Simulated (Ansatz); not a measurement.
**AlH3O2Se: single point in a Gaussian basis, by script**

A script is to give a single point in a Gaussian basis; the system is AlH3O2Se. SMILES: [OH][Al]([OH])[SeH].

Program: Ansatz 0.2.0, driven from Python. Level of theory: PBE0/def2-SVP. These are calculated values, not measurements.

**1. The system**

Bond lengths: O1–Al2 1.772 Å, Al2–O3 1.803 Å, Al2–Se4 2.397 Å, O1–H5 1.026 Å, O3–H6 1.017 Å, Se4–H7 1.506 Å. Angles: O1–Al2–O3 119.0°, O1–Al2–Se4 122.2°, O3–Al2–Se4 118.7°, Al2–O1–H5 106.5°, Al2–O3–H6 105.8°, Al2–Se4–H7 91.5°.

No structure file is read: the coordinates are typed or built in the script.

**2. The script**

Contents of run_energy.py:

```python
"""Single point of AlH3O2Se in a Gaussian basis."""

import ansatz as az
import numpy as np

GEOMETRY = """
O    -1.58580    0.76290    0.75150
Al   -0.23370   -0.30970    0.35070
O     1.17180   -0.40420    1.47660
Se   -0.18520   -1.60870   -1.66290
H    -1.38870    1.66130    0.29730
H     1.82580    0.30930    1.16420
H     0.45700   -0.47890   -2.42300
"""

alh3o2se = az.Crystal.molecule()
for line in GEOMETRY.strip().splitlines():
    symbol, *xyz = line.split()
    alh3o2se = alh3o2se.atom(symbol, [float(v) for v in xyz])

base = (
    alh3o2se.calculation()
    .basis(gaussian="def2-SVP")
    .functional("pbe0")  # level of theory
    .forces()
)
print(base.to_yaml())
res = base.run(threads=1)
report = res.report

print(f"E = {report['free_energy_ev']:.6f} eV = {report['free_energy_ev'] / 27.211386246:.7f} Ha")
print("converged:", report["converged"], " doubts:", report["published_state_doubts"] or "none")

symbols = [site.symbol for site in alh3o2se.cartesian_sites]
forces = np.array(report["forces_ev_ang"])
print("largest force", round(float(np.linalg.norm(forces, axis=1).max()), 4), "eV/A, rms", round(float(np.sqrt((forces ** 2).mean())), 4))

charges = report["charge_distribution"]
dipole = np.array(charges["dipole_moment_e_ang"]) * 4.803205
print("dipole (D): {:.3f} {:.3f} {:.3f}, length {:.3f}".format(*dipole, np.linalg.norm(dipole)))
print("atom  Mulliken   Lowdin")
for symbol, m, l in zip(symbols, charges["mulliken_charges_e"], charges["lowdin_charges_e"]):
    print(f"{symbol:4s} {m:9.3f} {l:8.3f}")
```

**3. The run**

The run is started by

```console
$ python run_energy.py
```

Without the output at hand: what should come out? Wanted: total energy; largest force; dipole moment.

The runs gave:

```
     quantity           value
 total energy  -76064.1381 eV
largest force      2.793 eV/Å
dipole moment          3.20 D
```

In words: Forces reach 2.79 eV/Å, so the atoms aren't at rest. Reading the output:
- The geometry is a force-field or estimated start, not a minimum of this method, and the basis set is short of its limit.
- The Löwdin charges here are taken after orthogonalising the functions within each atom; they differ from plain Löwdin charges, and their signs can be unphysical.
